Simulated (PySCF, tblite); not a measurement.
# C7H7FO: geometry, infrared bands and NMR shifts

Aim: predict the infrared bands and NMR shifts of C7H7FO (`Fc1ccc(C2CC2)o1`).

Programs: tblite 0.8.0 and PySCF 2.14.0, with density-fitted response routines of our own. Each step states its level of theory. These are calculated values for one molecule in the gas phase, unless marked as measured. Atoms are numbered from 0 throughout.

## Step 1: Starting geometry

16 atoms, charge 0, multiplicity 1; geometry from: force field or distance geometry start.

Bonds of the start (Å): F0–C1 1.37, C1–C2 1.41, C2–C3 1.38, C3–C4 1.39, C4–C5 1.51, C5–C6 1.49, C6–C7 1.50, C4–O8 1.32, O8–C1 1.30, C7–C5 1.49, C2–H9 1.08, C3–H10 1.10, C5–H11 1.10, C6–H12 1.12, C6–H13 1.12, C7–H14 1.09, C7–H15 1.14.

## Step 2: Geometry optimisation with GFN2-xTB

What the job is given:

```
{"job": {"kind": "relax", "xc": "GFN2-xTB", "basis": "xTB"}, "charge": 0, "multiplicity": 1}
F      2.606700     1.666400    -1.760400
C      1.960700     0.857500    -0.862800
C      2.582700    -0.071400    -0.007200
C      1.588700    -0.680700     0.738400
C      0.400300    -0.093400     0.316700
C     -0.968700    -0.438900     0.840800
C     -1.931500     0.690900     0.754100
C     -2.112600    -0.517100    -0.112900
O      0.691200     0.787700    -0.615300
H      3.628600    -0.302600     0.084600
H      1.700100    -1.459200     1.502900
H     -0.985000    -1.209400     1.619300
H     -2.638600     0.910500     1.592000
H     -1.638100     1.602600     0.169200
H     -1.977600    -0.468700    -1.195300
H     -2.914600    -1.265200     0.191800
```

The run is started by

```
OMP_NUM_THREADS=1 python probes_run.py task.json out
```

One launch serves the whole session: the jobs run in the order shown.

**Question.** This job is followed by: GFN2-xTB harmonic vibrations, gas phase; GIAO PBE0/pcSseg-1 NMR shielding, non-relativistic, gas phase. What will the session give for the following? strongest single infrared mode (GFN2-xTB); zero-point energy (GFN2-xTB); ¹³C shifts against TMS (PBE0/pcSseg-1, means over atoms taken as alike); ¹H shifts against TMS (PBE0/pcSseg-1, means over atoms taken as alike); ¹⁹F shifts against CFCl3 (PBE0/pcSseg-1); ¹⁷O shifts against H2O (PBE0/pcSseg-1).

As calculated:

| quantity | value |
| --- | --- |
| strongest single infrared mode (GFN2-xTB) | 1626 cm⁻¹, 112 km/mol |
| zero-point energy (GFN2-xTB) | 76.5 kcal/mol |
| ¹³C shifts against TMS (PBE0/pcSseg-1, means over atoms taken as alike) | 166.2, 151.1, 112.8, 89.7, 13.5, 9.7 ppm |
| ¹H shifts against TMS (PBE0/pcSseg-1, means over atoms taken as alike) | 6.36, 5.55, 1.73, 0.86, 0.84 ppm |
| ¹⁹F shifts against CFCl3 (PBE0/pcSseg-1) | -122.1 ppm |
| ¹⁷O shifts against H2O (PBE0/pcSseg-1) | 275.1 ppm |

**Reading.** Relaxing lowered the energy by 0.710 eV in 80 steps; the close pair that moved most is C7–H15, from 1.138 to 1.079 Å. All 42 modes are real, so the xTB geometry is a minimum. The strongest single mode, at 1626 cm⁻¹, moves mainly C1 and C2. Unscaled tight-binding wavenumbers are off by several per cent, some by more. Its intensities can rank the bands wrongly. At PBE0/pcSseg-1: Shielding is most anisotropic at O8 (span 265 ppm, paramagnetic term -342 ppm). NICS(1)zz of -21 ppm above the planar ring from C1 marks a diatropic (aromatic) ring current.
